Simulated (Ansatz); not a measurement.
# C3H9AlSi: the cost of one run

Computed with Ansatz 0.2.0, Gaussian basis. Level: functionals in def2-TZVPP, the program's frozen cores in correlated methods.

Plan: PBE-D4, r2SCAN-D4, PBE0-D4, B3LYP-D4, ωB97X-V, ωB97M-V, B2PLYP; CCSD(T)/def2-TZVPP; MP2/def2-QZVPP; extrapolation to the limit.

### Step 1. The geometry

All runs share one geometry, relaxed beforehand with PBE0-D4 in a triple-zeta def2 set.

SMILES `[CH3][Al]1[CH2]C[SiH2]1`, 14 atoms, charge 0, spin multiplicity 1.

Atoms are counted from 1 here; the program's logs count them from 0.

Bond lengths: C1–Al2 1.952 Å, C1–H6 1.093 Å, C1–H7 1.096 Å, C1–H8 1.094 Å, Al2–C3 1.982 Å, Al2–Si5 2.430 Å, C3–C4 1.554 Å, C3–H9 1.099 Å, C3–H10 1.093 Å, C4–Si5 1.920 Å, C4–H11 1.096 Å, C4–H12 1.094 Å, Si5–H13 1.496 Å, Si5–H14 1.493 Å. Angles: Al2–C1–H6 112.4°, Al2–C1–H7 109.8°, Al2–C1–H8 111.9°, H6–C1–H7 107.4°, H6–C1–H8 108.4°, H7–C1–H8 106.8°, C1–Al2–C3 135.9°, C1–Al2–Si5 147.4°, C3–Al2–Si5 76.6°, Al2–C3–C4 97.1°, Al2–C3–H9 107.2°, Al2–C3–H10 122.4°, C4–C3–H9 109.6°, C4–C3–H10 113.9°, H9–C3–H10 106.1°, C3–C4–Si5 104.5°, C3–C4–H11 109.9°, C3–C4–H12 113.6° and more.

### Step 2. PBE-D4 (GGA)

The input, in.yaml:

```yaml
crystal:
  periodic: [false, false, false]
  atoms:
    - {symbol: C, position_ang: [-1.878828, 2.006024, -0.199921]}
    - {symbol: Al, position_ang: [-0.493181, 0.631301, -0.169615]}
    - {symbol: C, position_ang: [0.751156, -0.106547, 1.185199]}
    - {symbol: C, position_ang: [0.996848, -1.476295, 0.493731]}
    - {symbol: Si, position_ang: [0.657117, -1.142762, -1.366797]}
    - {symbol: H, position_ang: [-2.247101, 2.248491, 0.800456]}
    - {symbol: H, position_ang: [-1.476172, 2.929201, -0.632788]}
    - {symbol: H, position_ang: [-2.730159, 1.712231, -0.820222]}
    - {symbol: H, position_ang: [1.669349, 0.496109, 1.146229]}
    - {symbol: H, position_ang: [0.484697, -0.186560, 2.242338]}
    - {symbol: H, position_ang: [0.249376, -2.203431, 0.830435]}
    - {symbol: H, position_ang: [1.978182, -1.908249, 0.712037]}
    - {symbol: H, position_ang: [1.913106, -0.723828, -2.062588]}
    - {symbol: H, position_ang: [0.112508, -2.304783, -2.129597]}
basis:
  gaussian: {orbitals: def2-TZVPP}
hamiltonian: {xc: pbe, dispersion: d4}
output: {forces: true, orbitals: {seedname: orbitals}}
```

The run is started by

```sh
ansatz run in.yaml --threads 4 --pin off --events-out ev --progress --plain --max-ram 10444MiB
```

**Question.** How long does this run take on 4 threads of Arm Neoverse V1, shared host, and how much memory does it need?

About 3.5 s, with a peak of 0.45 GiB.
